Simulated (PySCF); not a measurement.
**One shape, several levels: CH4ClInSe (SMILES C[Se][InH][Cl])**

Wanted: a comparison of 6 runs (HF/STO-3G, HF/3-21G, B2PLYP/def2-SVP, wB97M-V/def2-SVP, wB97X/def2-SVP, SCS-MP2/def2-SVP) of CH4ClInSe. The job is set up through a Python script.

The results are computed with PySCF 2.14.0.

1 further run of the same task is left out (set aside as unsound or not needed).

## 1. Starting point

The species is CH4ClInSe (8 atoms), meant as a singlet with charge 0. SMILES: `C[Se][InH][Cl]`. The shape is that of a PBE0-D4/def2-TZVP optimisation. This is one conformer, not always the lowest.

Bond lengths: C1–Se2 1.962 Å, Se2–In3 2.475 Å, In3–Cl4 2.344 Å, C1–H5 1.086 Å, C1–H6 1.089 Å, C1–H7 1.086 Å, In3–H8 1.701 Å. Angles: C1–Se2–In3 99.1°, Se2–In3–Cl4 111.2°, Se2–C1–H5 110.5°, Se2–C1–H6 105.6°, Se2–C1–H7 110.3°, Se2–In3–H8 131.3°, Cl4–In3–H8 117.6°, H5–C1–H6 110.0°, H5–C1–H7 110.2°, H6–C1–H7 110.0°.

## 2. The energy at HF/STO-3G (run 1)

The input, calc.py:

```python
# C[Se][InH][Cl]
from pyscf import gto, scf

system = gto.M(
    atom='''
C       -0.381400       1.400400      -0.335500
Se       0.417100       0.722900       1.323500
In       0.592400      -1.671800       0.722200
Cl      -0.244100      -2.067200      -1.431300
H       -1.318900       0.891700      -0.541500
H       -0.562100       2.460000      -0.162900
H        0.306600       1.270500      -1.166100
H        1.190300      -3.006500       1.591700
''',
    max_memory=1860,
    spin=0,
    basis='sto-3g',
    verbose=4,
)

calc0 = scf.RHF(system)
calc0.conv_tol = 1e-10
calc0.kernel()
if not calc0.converged:
    calc0 = calc0.newton().run(calc0.mo_coeff, calc0.mo_occ)

etot = calc0.e_tot
print(f'total energy: {etot:.8f} hartree')
```

On the command line:

```sh
OMP_NUM_THREADS=1 python calc.py
```

Standard output:

```text
PySCF version 2.14.0

[INPUT] num. atoms = 8
[INPUT] num. electrons = 110
[INPUT] charge = 0
[INPUT] spin (= nelec alpha-beta = 2S) = 0
[INPUT] symmetry False subgroup None
[INPUT] Mole.unit = angstrom
[INPUT] Symbol           X                Y                Z      unit          X                Y                Z       unit  Magmom
[INPUT]  1 C     -0.381400000000   1.400400000000  -0.335500000000 AA   -0.720741543909   2.646372464841  -0.634003114792 Bohr   0.0
[INPUT]  2 Se     0.417100000000   0.722900000000   1.323500000000 AA    0.788204766556   1.366083015448   2.501052525862 Bohr   0.0
[INPUT]  3 In     0.592400000000  -1.671800000000   0.722200000000 AA    1.119473756192  -3.159244135048   1.364760207161 Bohr   0.0
[INPUT]  4 Cl    -0.244100000000  -2.067200000000  -1.431300000000 AA   -0.461282147006  -3.906441844701  -2.704765002090 Bohr   0.0
[INPUT]  5 H     -1.318900000000   0.891700000000  -0.541500000000 AA   -2.492359785689   1.685068785275  -1.023286696452 Bohr   0.0
[INPUT]  6 H     -0.562100000000   2.460000000000  -0.162900000000 AA   -1.062215054618   4.648726266430  -0.307836385692 Bohr   0.0
[INPUT]  7 H      0.306600000000   1.270500000000  -1.166100000000 AA    0.579390029792   2.400897041260  -2.203609633855 Bohr   0.0
[INPUT]  8 H      1.190300000000  -3.006500000000   1.591700000000 AA    2.249341006070  -5.681461593505   3.007877072470 Bohr   0.0

nuclear repulsion = 819.49392864315
number of shells = 31
number of NR pGTOs = 189
number of NR cGTOs = 63
basis = sto-3g
ecp = {}

******** <class 'pyscf.scf.hf.RHF'> ********
method = RHF
initial guess = minao
damping factor = 0
level_shift factor = 0
DIIS = <class 'pyscf.scf.diis.CDIIS'>
diis_start_cycle = 1
diis_space = 8
diis_damp = 0
SCF conv_tol = 1e-10
SCF conv_tol_grad = None
SCF max_cycles = 50
direct_scf = True
direct_scf_tol = 1e-13
Set gradient conv threshold to 1e-05
Initial guess from minao.
init E= -8531.60986665929
  HOMO = -0.667472560531482  LUMO = -0.344274120447755  gap/eV = 8.79468
cycle= 1 E= -8550.78593021904  delta_E= -19.2  |g|= 0.466  |ddm|= 3.35
  HOMO = -0.171626628996405  LUMO = 0.204141790419058  gap/eV = 10.22518
cycle= 2 E= -8550.89591511642  delta_E= -0.11  |g|= 0.111  |ddm|= 1.04
  HOMO = -0.25489543897493  LUMO = 0.189991717047311  gap/eV = 12.10600
cycle= 3 E= -8550.90152746765  delta_E= -0.00561  |g|= 0.0292  |ddm|= 0.22
  HOMO = -0.2584881723832  LUMO = 0.184332837389097  gap/eV = 12.04977
cycle= 4 E= -8550.90215648011  delta_E= -0.000629  |g|= 0.00818  |ddm|= 0.0765
  HOMO = -0.25738019690827  LUMO = 0.183049566271749  gap/eV = 11.98470
cycle= 5 E= -8550.90220284861  delta_E= -4.64e-05  |g|= 0.000935  |ddm|= 0.0243
  HOMO = -0.257934337637803  LUMO = 0.18317280850531  gap/eV = 12.00314
cycle= 6 E= -8550.90220363261  delta_E= -7.84e-07  |g|= 0.000217  |ddm|= 0.00297
  HOMO = -0.257877447511857  LUMO = 0.183101462114889  gap/eV = 11.99965
cycle= 7 E= -8550.90220367656  delta_E= -4.39e-08  |g|= 3.1e-05  |ddm|= 0.000804
  HOMO = -0.257878725258214  LUMO = 0.183109692192872  gap/eV = 11.99991
cycle= 8 E= -8550.90220367766  delta_E= -1.11e-09  |g|= 7.08e-06  |ddm|= 0.000128
  HOMO = -0.257879027400083  LUMO = 0.183109603974002  gap/eV = 11.99991
cycle= 9 E= -8550.90220367778  delta_E= -1.13e-10  |g|= 1.04e-06  |ddm|= 3.58e-05
  HOMO = -0.257878973600518  LUMO = 0.183109721673753  gap/eV = 11.99991
cycle= 10 E= -8550.90220367779  delta_E= -1.46e-11  |g|= 2.27e-07  |ddm|= 5.01e-06
  HOMO = -0.257879004341605  LUMO = 0.183109717509371  gap/eV = 11.99991
Extra cycle  E= -8550.90220367779  delta_E=    0  |g|= 1.04e-07  |ddm|= 7.15e-07
converged SCF energy = -8550.90220367779
total energy: -8550.90220368 hartree
```

Wall time 3.9 s (1 thread of Intel Xeon at 2.50GHz (Skylake/Cascade Lake), shared host); peak memory 0.12 GiB.

## 3. The energy at HF/3-21G (run 2)

The input, run.py:

```python
from pyscf import gto

mol = gto.M(
    atom='''
C     -0.720742     2.646372    -0.634003
Se     0.788205     1.366083     2.501053
In     1.119474    -3.159244     1.364760
Cl    -0.461282    -3.906442    -2.704765
H     -2.492360     1.685069    -1.023287
H     -1.062215     4.648726    -0.307836
H      0.579390     2.400897    -2.203610
H      2.249341    -5.681462     3.007877
''',
    unit='bohr',
    basis='3-21g',
    charge=0,
    verbose=3,
    max_memory=1860,
)

mf = mol.RHF()
mf.conv_tol = 1e-10
mf.kernel()
if not mf.converged:
    mf = mf.newton().run(mf.mo_coeff, mf.mo_occ)

energy = mf.e_tot
print('E = %.10f Eh' % energy)
```

On the command line:

```sh
OMP_NUM_THREADS=1 python run.py
```

Standard output:

```text
converged SCF energy = -8600.58134962667
E = -8600.5813496267 Eh
```

Wall time 5.4 s (1 thread of Intel Xeon at 2.50GHz (Skylake/Cascade Lake), shared host); peak memory 0.16 GiB.

Run 3 isn't shown in full; the table further down has it.

## 4. The energy at wB97M-V/def2-SVP (core potential) (run 4)

The input, start.xyz:

```xyz
8
CH4ClInSe
C     -0.381400     1.400400    -0.335500
Se     0.417100     0.722900     1.323500
In     0.592400    -1.671800     0.722200
Cl    -0.244100    -2.067200    -1.431300
H     -1.318900     0.891700    -0.541500
H     -0.562100     2.460000    -0.162900
H      0.306600     1.270500    -1.166100
H      1.190300    -3.006500     1.591700
```

The input, job.py:

```python
# C[Se][InH][Cl]
from pyscf import gto, dft

mol = gto.Mole()
mol.atom = 'start.xyz'
mol.max_memory = 1860
mol.ecp = {'In': 'def2-svp'}
mol.verbose = 3
mol.basis = 'def2-svp'
mol.build()

mf = dft.RKS(mol, xc='wb97m-v')
mf.conv_tol = 1e-10
mf.grids.level = 5
mf.nlcgrids.level = 1
mf.kernel()
if not mf.converged:
    mf = mf.newton().run(mf.mo_coeff, mf.mo_occ)

energy = mf.e_tot
print('E(%s) = %.9f' % ('WB97M-V', energy))
```

On the command line:

```sh
OMP_NUM_THREADS=1 python job.py
```

Standard output:

```text
converged SCF energy = -3091.76684341599
E(WB97M-V) = -3091.766843416
```

Wall time 6.6 min (1 thread of Intel Xeon at 2.50GHz (Skylake/Cascade Lake), shared host); peak memory 0.61 GiB.

Run 5 isn't shown in full; the table further down has it.

## 5. The energy at SCS-MP2/def2-SVP (core potential) (run 6)

The input, calc.py:

```python
from pyscf import gto, scf, mp

mol = gto.M(
    atom=[
    ('C', (-0.381400, 1.400400, -0.335500)),
    ('Se', (0.417100, 0.722900, 1.323500)),
    ('In', (0.592400, -1.671800, 0.722200)),
    ('Cl', (-0.244100, -2.067200, -1.431300)),
    ('H', (-1.318900, 0.891700, -0.541500)),
    ('H', (-0.562100, 2.460000, -0.162900)),
    ('H', (0.306600, 1.270500, -1.166100)),
    ('H', (1.190300, -3.006500, 1.591700)),
],
    max_memory=1860,
    basis='def2-svp',
    ecp={'In': 'def2-svp'},
    verbose=3,
)

mf = scf.RHF(mol)
mf.conv_tol = 1e-10
mf.kernel()
if not mf.converged:
    mf = mf.newton().run(mf.mo_coeff, mf.mo_occ)

pt = mp.MP2(mf, frozen=19).run()
energy = mf.e_tot + 1.2 * pt.e_corr_os + pt.e_corr_ss / 3
print('E = %.10f Eh' % energy)
```

On the command line:

```sh
OMP_NUM_THREADS=1 python calc.py
```

Standard output:

```text
converged SCF energy = -3088.35785768026
E(RMP2) = -3088.95309504834  E_corr = -0.5952373680778
E(SCS-RMP2) = -3088.93113878017  E_corr = -0.573281099915184
E = -3088.9311387802 Eh
```

Run time: 11 s. Hardware: 1 thread of Intel Xeon at 2.50GHz (Skylake/Cascade Lake), shared host; peak memory 0.34 GiB.

## 6. The series

```
run                              level  core potential  frozen core orbitals   energy (Eh)  dipole moment (D) of the reference  HOMO energy (eV)  LUMO energy (eV)  wall time
  1                          HF/STO-3G               –                     –  -8550.902204                                2.01             -7.02              4.98      3.9 s
  2                           HF/3-21G               –                     –  -8600.581350                                2.04             -9.40              0.77      5.4 s
  3   B2PLYP/def2-SVP (core potential)        def2-svp                    19  -3091.136104                                1.24             -7.74             -0.54       64 s
  4  wB97M-V/def2-SVP (core potential)        def2-svp                     –  -3091.766843                                1.18             -8.97              0.12    6.6 min
  5    wB97X/def2-SVP (core potential)        def2-svp                     –  -3092.063573                                1.26             -9.11              0.27    2.7 min
  6  SCS-MP2/def2-SVP (core potential)        def2-svp                    19  -3088.931139                                1.22             -9.35              1.06       11 s
```

## 7. Results

| quantity | value |
| --- | --- |
| run 6: total energy | -3088.93114 Eh |
| run 6: dipole moment (Hartree–Fock density) | 1.22 D |
| run 6: HOMO energy (Hartree–Fock orbitals) | -9.35 eV |
| run 6: LUMO energy (Hartree–Fock orbitals) | 1.06 eV |
| run 6: HOMO–LUMO gap (Hartree–Fock orbitals) | 10.41 eV |
| run 6: correlation energy (19 core orbitals frozen) | -573.3 mEh |

**Reading.** Over runs 1, 2, 3, 4, 5 the dipole moment (its size) runs from 1.18 D (wB97M-V/def2-SVP) to 2.04 D (HF/3-21G). The two ends differ in method and basis and core potential. Over runs 1, 2, 3, 4, 5 the HOMO–LUMO gap runs from 7.19 eV (B2PLYP/def2-SVP) to 12.00 eV (HF/STO-3G). A double hybrid's value is that of its SCF part. Totals of different functionals can't be ranked against each other. Some runs of one species differ in core potentials or relativity; totals across that change don't compare. In run 1 the basis is minimal, so the values are rough. In runs 1, 2 relativity is left out where basis or elements ask for it. All runs together took 11 min, the longest 6.6 min.
